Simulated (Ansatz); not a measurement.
# quartet CaCl at 6 levels

Wanted: a comparison of 6 runs (UHF/STO-3G, UBLYP/cc-pVTZ, UCAM-B3LYP/cc-pVTZ, USVWN5/cc-pVTZ, RPA@PBE/cc-pVTZ, UMP2/cc-pVTZ) of quartet CaCl. 

Program for the calculation: Ansatz 0.2.0.

36 further runs of the same task are left out: 10 that didn't finish, 26 set aside as unsound or not needed.

## 1. The molecule

The species is CaCl (2 atoms), meant as a quartet with charge 0. SMILES of the parent species: `[Cl][Ca]`. Geometry: relaxed at PBE0-D4/def2-TZVP. That shape belongs to the parent species and isn't relaxed for this state.

Bond lengths: Cl1–Ca2 2.430 Å.

## 2. The energy at UHF/STO-3G (run 1)

File job.yaml:

```yaml
basis:
  gaussian:
    orbitals: STO-3G
crystal:
  periodic: [false, false, false]
  atoms:
    - {symbol: Cl, position_ang: [-0.000000, 0.000000, -0.032760]}
    - {symbol: Ca, position_ang: [0.000000, -0.000000, 2.397140]}
total_charge: 0
magnetization:
  spin_polarized: true
  initial_magnetization: 3
hamiltonian:
  xc: hf
accuracy: high
output: {orbitals: {seedname: orbitals}}
```

Run with:

```sh
$ ansatz run job.yaml --threads 1 --pin off --max-ram 3480MiB --events-out events.jsonl --progress --plain --runs-dir runs
```

Output:

```text
Warning: RAYON_NUM_THREADS=1 ignored (pool sized by the plan → 1); use --threads N
Functional definition: HF
  name "HF"
  exchange = exact_x
  correlation = 0
425 factors; integrals over basis functions are off by at most 3.2e-8 eV
mean field evaluation 1: about -30594.4964 eV, gradient 7.5e0 eV
mean field evaluation 2: about -30595.4630 eV, gradient 7.5e0 eV
mean field evaluation 4: about -30596.5265 eV, gradient 4.0e-1 eV
mean field evaluation 8: about -30596.5321 eV, gradient 7.6e-5 eV
mean field evaluation 16: about -30596.5321 eV, gradient 2.1e-8 eV
mean field evaluation 32: about -30596.4241 eV, gradient 1.6e-1 eV
mean field evaluation 64: about -30595.9051 eV, gradient 2.0e0 eV
mean field evaluation 96: about -30596.4007 eV, gradient 4.0e-1 eV
mean field evaluation 128: about -30596.4672 eV, gradient 1.5e-1 eV
mean field -30596.53213277 eV, -1124.4018168049 hartree, gradient 5.0e-8 eV, S^2 3.750478; 6 other end points of the search recorded, 0 dependent functions left out
reference -30596.53213277 eV, -1124.4018168049 hartree; 20, 17 occupied and 2, 5 virtual orbitals, 425 factors
Total energy: -30596.53213277 eV, -1124.4018168049 hartree
```

Run time: 0.46 s. Hardware: 1 thread of Arm Neoverse V1, shared host.

## 3. The energy at UBLYP/cc-pVTZ (run 2)

File in.yaml:

```yaml
crystal:
  periodic: [false, false, false]
  atoms:
    - {symbol: Cl, position_ang: [-0.000000, 0.000000, -0.032760]}
    - {symbol: Ca, position_ang: [0.000000, -0.000000, 2.397140]}
basis:
  gaussian:
    orbitals: cc-pVTZ
output:
  orbitals: {seedname: orbitals}
accuracy: high
total_charge: 0
magnetization:
  spin_polarized: true
  initial_magnetization: 3
hamiltonian:
  xc: {name: BLYP}
```

Run with:

```sh
$ ansatz run in.yaml --threads 1 --pin off --max-ram 3480MiB --events-out events.jsonl --progress --plain --runs-dir runs
```

Output, cut to the lines that bear on the results:

```text
Warning: RAYON_NUM_THREADS=1 ignored (pool sized by the plan → 1); use --threads N
Functional definition: BLYP
  name "BLYP"
[...]
1006 factors; integrals over basis functions are off by at most 3.1e-9 eV
[...]
mean field -30956.96626592 eV, -1137.6475268872 hartree, gradient 5.7e-8 eV, S^2 3.752429; 11 other end points of the search recorded, 0 dependent functions left out
reference -30956.96630965 eV, -1137.6475284944 hartree; 20, 17 occupied and 57, 60 virtual orbitals, 1006 factors
Total energy: -30956.96630965 eV, -1137.6475284944 hartree
```

It took 80 s on 1 thread of Arm Neoverse V1, shared host; peak memory 0.23 GiB.

## 4. A single-point energy at UCAM-B3LYP/cc-pVTZ (run 3)

File job.yaml:

```yaml
basis:
  gaussian:
    orbitals: cc-pVTZ
crystal:
  periodic: [false, false, false]
  atoms:
    - symbol: Cl
      position_ang: [-0.000000, 0.000000, -0.032760]
    - symbol: Ca
      position_ang: [0.000000, -0.000000, 2.397140]
hamiltonian:
  xc: {name: CAM-B3LYP}
output:
  orbitals: {seedname: orbitals}
accuracy: high
magnetization:
  spin_polarized: true
  initial_magnetization: 3
```

Run with:

```sh
$ ansatz run job.yaml --threads 1 --pin off --max-ram 3480MiB --events-out events.jsonl --progress --plain --runs-dir runs
```

Output, cut to the lines that bear on the results:

```text
Warning: RAYON_NUM_THREADS=1 ignored (pool sized by the plan → 1); use --threads N
Functional definition: CAM-B3LYP
  name "CAM-B3LYP"
[...]
1006 factors; integrals over basis functions are off by at most 3.1e-9 eV
329 factors; integrals over basis functions are off by at most 1.5e-9 eV
[...]
mean field -30957.93725300 eV, -1137.6832100043 hartree, gradient 2.6e-8 eV, S^2 3.753255; 6 other end points of the search recorded, 0 dependent functions left out
reference -30957.93727326 eV, -1137.6832107487 hartree; 20, 17 occupied and 57, 60 virtual orbitals, 1006 factors
Total energy: -30957.93727326 eV, -1137.6832107487 hartree
```

It took 82 s on 1 thread of Arm Neoverse V1, shared host; peak memory 0.32 GiB.

Runs 4 to 5 aren't shown in full; the table further down has their settings and results.

## 5. A single-point energy at UMP2/cc-pVTZ (run 6)

File molecule.yaml:

```yaml
crystal:
  periodic: [false, false, false]
  atoms:
    - {symbol: Cl, position_ang: [-0.000000, 0.000000, -0.032760]}
    - {symbol: Ca, position_ang: [0.000000, -0.000000, 2.397140]}
basis:
  gaussian: {orbitals: cc-pVTZ}
magnetization: {spin_polarized: true, initial_magnetization: 3}
correlation: {method: mp2, frozen_orbitals: {Ca: 5, Cl: 5}}
accuracy: high
```

Run with:

```sh
$ ansatz run molecule.yaml --threads 1 --pin off --max-ram 3480MiB --events-out events.jsonl --progress --plain --runs-dir runs
```

Output, cut to the lines that bear on the results:

```text
Warning: RAYON_NUM_THREADS=1 ignored (pool sized by the plan → 1); use --threads N
Functional definition: HF
  name "HF"
[...]
1006 factors; integrals over basis functions are off by at most 3.1e-9 eV
[...]
mean field -30916.91795252 eV, -1136.1757785156 hartree, gradient 3.0e-8 eV, S^2 3.759677; 17 other end points of the search recorded, 0 dependent functions left out
10 core orbitals not correlated: weight in the atoms' cores, before any rotation towards them, 1.000 or more for the frozen orbitals, at most 0.000 for the correlated occupied ones
reference -30916.91795252 eV, -1136.1757785156 hartree; 10, 7 occupied and 57, 60 virtual orbitals, 1006 factors
second order -8.81642023 eV of doubles, -0.00000000 eV of singles
Total energy: -30925.73437276 eV, -1136.4997759831 hartree
```

Run time: 11 s. Hardware: 1 thread of Arm Neoverse V1, shared host; peak memory 0.21 GiB.

## 6. The series

```csv
run,level,frozen core orbitals,energy (Eh),HOMO energy (eV),⟨S²⟩,wall time
1,UHF/STO-3G,–,-1124.401817,-1.21,3.750,0.46 s
2,UBLYP/cc-pVTZ,–,-1137.647528,-1.46,3.752,80 s
3,UCAM-B3LYP/cc-pVTZ,–,-1137.683211,-3.26,3.753,82 s
4,USVWN5/cc-pVTZ,–,-1134.317659,-1.69,3.751,40 s
5,RPA@PBE/cc-pVTZ,10,-1136.714643,–,3.753,1.9 min
6,UMP2/cc-pVTZ,10,-1136.499776,–,3.760,11 s
```

## 7. Summary of results

```
                                           quantity           value
                                run 6: total energy  -1136.49978 Eh
run 6: correlation energy (10 core orbitals frozen)      -324.0 mEh
           run 6: ⟨S²⟩ of the reference determinant           3.760
```

In words: Totals of different functionals can't be ranked against each other. In run 1 the basis is minimal, so the values are rough. All runs together took 5.5 min, the longest 1.9 min.
